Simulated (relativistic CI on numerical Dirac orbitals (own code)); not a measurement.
# Rb XXX (Rb²⁹⁺): levels and lines

What are the lowest levels and the strongest lines of Rb²⁹⁺? One CI run answers it; runs with one setting changed show what the result hangs on.

Program: relativistic CI on numerical Dirac orbitals (own code) version 2. Level of theory: Dirac-Coulomb-Breit CI, KLI orbitals optimised for each configuration, model QED (radiative potential, 1s self-energy scaled to tabulated hydrogen-like ionisation energies). These are calculated values, not measurements, unless marked.

## (1) The system

```
ion                       : Rb²⁹⁺ (Rb XXX)
nuclear charge            : 37
electrons                 : 8
isotope                   : A = 85
first configuration typed : [He] 2s2 2p4
```

Outer shells as boxes (Hund's rule):

first configuration typed
```
[He] core
2s [↑↓]
2p [↑↓][↑ ][↑ ]
```

## (2) CI with the chosen configurations

Settings of the run:

```ini
atom Rb  Z=37  charge=29  electrons=8
nucleus A=85  rms_radius_fm=4.2036
hamiltonian dirac-coulomb  breit=on  qed=on  c_scale=1
orbitals kli  potential=per-configuration
slater_scale 1
correlation none
mixing on
configurations
  [He] 2s2 2p4
  [He] 2s 2p5
  [He] 2p6
  [He] 2p5 3s
  [He] 2p5 3p
  [He] 2p5 3d
  [He] 2s2 2p3 3s
  [He] 2s2 2p3 3p
  [He] 2s2 2p3 3d
  [He] 2s 2p4 3s
  [He] 2s 2p4 3p
  [He] 2s 2p4 3d
  [He] 2s2 2p3 4s
  [He] 2s2 2p3 4p
  [He] 2s2 2p3 4d
  [He] 2s2 2p3 4f
end
```

## (3) Correlation estimate p86

Changes to the settings of step 2:

```diff
@@ -5,3 +5,3 @@
 slater_scale 1
-correlation none
+correlation p86
 mixing on
```

## (4) One common potential

Changes to the settings of step 3:

```diff
@@ -3,5 +3,5 @@
 hamiltonian dirac-coulomb  breit=on  qed=on  c_scale=1
-orbitals kli  potential=per-configuration
+orbitals kli  potential=mean
 slater_scale 1
-correlation p86
+correlation none
 mixing on
```

## (5) The first 3 configurations alone

Settings of the run:

```ini
atom Rb  Z=37  charge=29  electrons=8
nucleus A=85  rms_radius_fm=4.2036
hamiltonian dirac-coulomb  breit=on  qed=on  c_scale=1
orbitals kli  potential=per-configuration
slater_scale 1
correlation none
mixing on
configurations
  [He] 2s2 2p4
  [He] 2s 2p5
  [He] 2p6
end
```

(Steps that only read results are left out.)

What does the calculation give? Wanted: lowest level; first excitation; lowest level of the other parity; fastest E1 line; ionisation energy.

As calculated:

| run | time | mean size of shift, levels followed (cm⁻¹) | lowest level | ionisation energy (eV) |
| --- | --- | --- | --- | --- |
| main run | 1.2 s | 0 | 2p4 [2p3/2^2] J=2 | 3439.4 |
| correlation estimate p86 | 1.2 s | 4232 | 2p4 [2p3/2^2] J=2 | 3441.2 |
| one common potential | 1 s | 3658 | 2p4 [2p3/2^2] J=2 | - |
| the first 3 configurations alone | 0.11 s | 2614 | 2p4 [2p3/2^2] J=2 | - |

The semi-empirical ionisation energy (NIST) is 3443 eV.

| quantity | value |
| --- | --- |
| lowest level | 2p4 [2p3/2^2] J=2 |
| first excitation | 2p4 [2p3/2^2] J=0, 167930 cm⁻¹ |
| lowest level of the other parity | 2s 2p5 3P°2, 220.92 eV |
| levels in the model | 342 |
| fastest E1 line (by rate) to the lowest level among the lowest 200 of 342 levels | 0.5871 nm, from 2p3 3d 3D°3 (iii) |
| ionisation energy | 3439.4 eV |
| ionisation energy, semi-empirical (NIST) | 3443 eV |

In words: The lowest level is 2p4 [2p3/2^2] J=2, 78 % pure in LS and 98 % in jj coupling; over the low levels the means are 67 and 94 %, so jj coupling describes them better. The ionisation energy agrees with the semi-empirical value within its uncertainty of 8 eV. The largest mover is «correlation estimate p86» (4232 cm⁻¹ on average). Lifetimes count radiative decay inside the model alone.
